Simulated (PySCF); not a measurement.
# CH6InO ([In(OMe)H3]-): the cost of one run

Programs: PySCF 2.14.0, with routines of our own; each step states its level. All values are computed. Atoms count from 0.

### Step 1. The starting structure

9 atoms, charge -1, multiplicity 1; geometry from: GFN2-xTB.

### Step 2. Optimising the geometry at PBE0-D3(BJ)/def2-SVP

Job settings and geometry (Å):

```
{"job": {"xc": "PBE0", "basis": "def2-SVP", "d3": "d3bj", "grid": 1, "maxiter": 30, "shake": 0.03, "kind": "geom"}, "charge": -1, "multiplicity": 1}
In    -0.315930     0.529130    -1.323780
O     -0.326310     0.527510     0.722760
C      0.262690    -0.521910     1.327730
H     -0.003490    -1.489860     1.072550
H      0.213890    -0.423540     2.417440
H      1.391480    -0.549280     1.119710
H      1.261010     0.603200    -1.900800
H     -1.176840     2.048480    -1.654880
H     -1.173760    -0.793170    -1.806370
```

Started as:

```console
$ OMP_NUM_THREADS=1 python heavy_run.py task.json out
```

One launch serves the whole session: the jobs run in the order shown.

Q: Estimate the wall time and peak memory of this first job on 1 thread of Arm Neoverse V1, shared host.

About 14 s, with a peak of 0.33 GiB.
